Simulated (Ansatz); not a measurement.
# C₃H₃B (SMILES B1=CC=C1): one structure at several levels

An exercise on one series of results from a longer session: the logs are not shown, and one member is left open.

Program: Ansatz 0.2.0, Gaussian basis. Level of theory: single points in def2-TZVPP. These are calculated values, not measurements.

Cores are frozen in the correlated methods. B3LYP uses VWN-RPA correlation.

## The starting structure

SMILES `B1=CC=C1`, 7 atoms, charge 0, spin multiplicity 1.

Atoms are counted from 1 here; the program's logs count them from 0.

Bond lengths: B1–C2 1.439 Å, B1–C4 1.625 Å, C2–C3 1.616 Å, C2–H5 1.025 Å, C3–C4 1.327 Å, C3–H6 1.028 Å, C4–H7 1.055 Å. Angles: C2–B1–C4 102.7°, B1–C2–C3 73.1°, B1–C2–H5 160.5°, C3–C2–H5 126.4°, C2–C3–C4 108.6°, C2–C3–H6 113.3°, C4–C3–H6 138.0°, B1–C4–C3 75.6°, B1–C4–H7 145.0°, C3–C4–H7 138.9°.

Geometry (Å):

```xyz
7
C3H3B
B     0.5982    0.7622   -0.8179
C    -0.8286    0.5959   -0.7268
C    -0.1687   -0.3888    0.3712
C     1.1501   -0.2459    0.3303
H    -1.8287    0.7077   -0.9211
H    -0.8636   -0.9235    0.9081
H     2.0107   -0.6825    0.7565
```

The first run:

File run/in.yaml:

```yaml
crystal:
  periodic: [false, false, false]
  atoms:
    - {symbol: B, position_ang: [0.598200, 0.762200, -0.817900]}
    - {symbol: C, position_ang: [-0.828600, 0.595900, -0.726800]}
    - {symbol: C, position_ang: [-0.168700, -0.388800, 0.371200]}
    - {symbol: C, position_ang: [1.150100, -0.245900, 0.330300]}
    - {symbol: H, position_ang: [-1.828700, 0.707700, -0.921100]}
    - {symbol: H, position_ang: [-0.863600, -0.923500, 0.908100]}
    - {symbol: H, position_ang: [2.010700, -0.682500, 0.756500]}
basis:
  gaussian: {orbitals: def2-TZVPP}
correlation: {method: ccsd_t}
output: {forces: true}
```

No record of the launch command was kept for these runs.

Steps of the session up to this table: CCSD(T)/def2-TZVPP; PBE0-D4/def2-TZVPP; wB97M-V/def2-TZVPP; r2SCAN-D4/def2-TZVPP; PBE-D4/def2-TZVPP; CAM-B3LYP-D4/def2-TZVPP; B3LYP-D4/def2-TZVPP.

One table of the session follows, with a row left open; its other results are not shown here.

```
      method  RMS force component (eV/Å)  angle to CCSD(T) forces (°)  dipole (D)
     CCSD(T)                       1.420                    reference        1.27
     PBE0-D4                       1.704                          9.5        1.21
     wB97M-V                       1.664                          8.9        1.22
   r2SCAN-D4                           ?                            ?           ?
      PBE-D4                       1.599                          7.8        1.25
CAM-B3LYP-D4                       1.745                         10.8        1.20
    B3LYP-D4                       1.603                          7.7        1.19
```

Q: Estimate the row for r2SCAN-D4 from the others.

**Answer.** RMS force component (eV/Å): 1.630; angle to CCSD(T) forces (°): 9.7; dipole (D): 1.27. In the column «RMS force component (eV/Å)» it lies between B3LYP-D4 (1.603) and wB97M-V (1.664).
